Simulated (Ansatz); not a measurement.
Geometry optimisation, Ansatz 0.2.0, DFT PBEsol, scalar-relativistic, plane waves, PAW.

Input file:

```yaml
crystal:
  lattice:
    - [7.67918, 0.0, 0.0]
    - [3.83959, 6.650365, 0.0]
    - [0.0, 0.0, 17.418765]
  atoms:
    - { symbol: H, position: [0.1666667, 0.1666667, 0.0574094] }
    - { symbol: H, position: [0.6666667, 0.1666667, 0.0574094] }
    - { symbol: H, position: [0.1666667, 0.6666667, 0.0574094] }
    - { symbol: H, position: [0.6666667, 0.6666667, 0.0574094] }
    - { symbol: Si, position: [0.1666667, 0.1666667, 0.1435234] }
    - { symbol: Si, position: [0.6666667, 0.1666667, 0.1435234] }
    - { symbol: Si, position: [0.1666667, 0.6666667, 0.1435234] }
    - { symbol: Si, position: [0.6666667, 0.6666667, 0.1435234] }
    - { symbol: Si, position: [-0.1666667, 0.3333333, 0.1885181] }
    - { symbol: Si, position: [0.3333333, 0.3333333, 0.1885181] }
    - { symbol: Si, position: [-0.1666667, 0.8333333, 0.1885181] }
    - { symbol: Si, position: [0.3333333, 0.8333333, 0.1885181] }
    - { symbol: Si, position: [-0.1666667, 0.3333333, 0.3235024] }
    - { symbol: Si, position: [0.3333333, 0.3333333, 0.3235024] }
    - { symbol: Si, position: [-0.1666667, 0.8333333, 0.3235024] }
    - { symbol: Si, position: [0.3333333, 0.8333333, 0.3235024] }
    - { symbol: Si, position: [0.0, 0.0, 0.3684971] }
    - { symbol: Si, position: [0.5, 0.0, 0.3684971] }
    - { symbol: Si, position: [0.0, 0.5, 0.3684971] }
    - { symbol: Si, position: [0.5, 0.5, 0.3684971] }
    - { symbol: O, position: [0.8451698, 0.5764367, 0.4540371], spin: 1.0 }
magnetization:
  spin_polarized: true
basis:
  ecutwfc: 420.0
kpoints:
  mp_grid: { grid: [2, 2, 1] }
hamiltonian:
  xc: pbesol
  pseudopotentials: { kind: paw, azcp: { folder: soft_1 } }
scf:
  occupations: { method: gaussian, width: 0.02 }
  lower_state_search: "off"
relax:
  f_tol: 0.03
  max_steps: 60
  adjacent_minimum: "off"
  constraints: [{ sites: [0, 1, 2, 3, 4, 5, 6, 7] }]
```

Run as:

```bash
$ ansatz run input.yaml --threads 2 --pin off --max-ram 5120MiB --backend cpu --events-out ev --progress --plain --runs-dir out
```

**Question.** Where does it end, and by what steps?

**Answer.** The run converged. Limits of this set-up: coarse k mesh, thin slab, slab without dipole correction, PAW files made for another functional. After 14 steps the energy has fallen by 1.286 eV; O21 moved furthest, 1.03 Å.

| step | energy less start (eV) | largest force component (eV/Å) | accepted |
| --- | --- | --- | --- |
| 0 | 0.0000 | 3.416 | yes |
| 1 | -0.4899 | 3.602 | yes |
| 2 | -0.8629 | 2.418 | yes |
| 3 | -1.0364 | 0.486 | yes |
| 4 | -1.0759 | 0.390 | yes |
| 5 | -1.0949 | 0.070 | yes |
| 6 | -1.1059 | 0.161 | yes |
| 7 | -1.1389 | 0.315 | yes |
| 8 | -1.1286 | 0.997 | no |
| 9 | -1.1847 | 0.164 | yes |
| 10 | -1.1920 | 0.073 | yes |
| 11 | -1.2211 | 0.304 | yes |
| 12 | -1.2725 | 0.152 | yes |
| 13 | -1.2835 | 0.059 | yes |
| 14 | -1.2860 | 0.026 | yes |

```xyz
21
Lattice="7.6792 0.0000 0.0000 3.8396 6.6504 0.0000 0.0000 0.0000 17.4188" Properties=species:S:1:pos:R:3
H 1.920 1.108 1.000
H 5.759 1.108 1.000
H 3.840 4.434 1.000
H 7.679 4.434 1.000
Si 1.920 1.108 2.500
Si 5.759 1.108 2.500
Si 3.840 4.434 2.500
Si 7.679 4.434 2.500
Si 0.001 2.217 3.248
Si 3.839 2.214 3.254
Si 1.918 5.542 3.251
Si 5.764 5.544 3.244
Si 0.074 2.237 5.604
Si 3.746 2.317 5.624
Si 1.976 5.469 5.614
Si 5.718 5.570 5.627
Si -0.028 0.040 6.317
Si 3.877 0.035 5.700
Si 1.864 3.345 6.648
Si 5.771 3.311 6.049
O 9.553 3.338 8.205
```

Run time: 5.7 min on 2 threads of Intel(R) Xeon(R) Platinum 8259CL CPU @ 2.50GHz (Skylake/Cascade Lake), with other jobs on the host, peak memory 1.7 GiB.
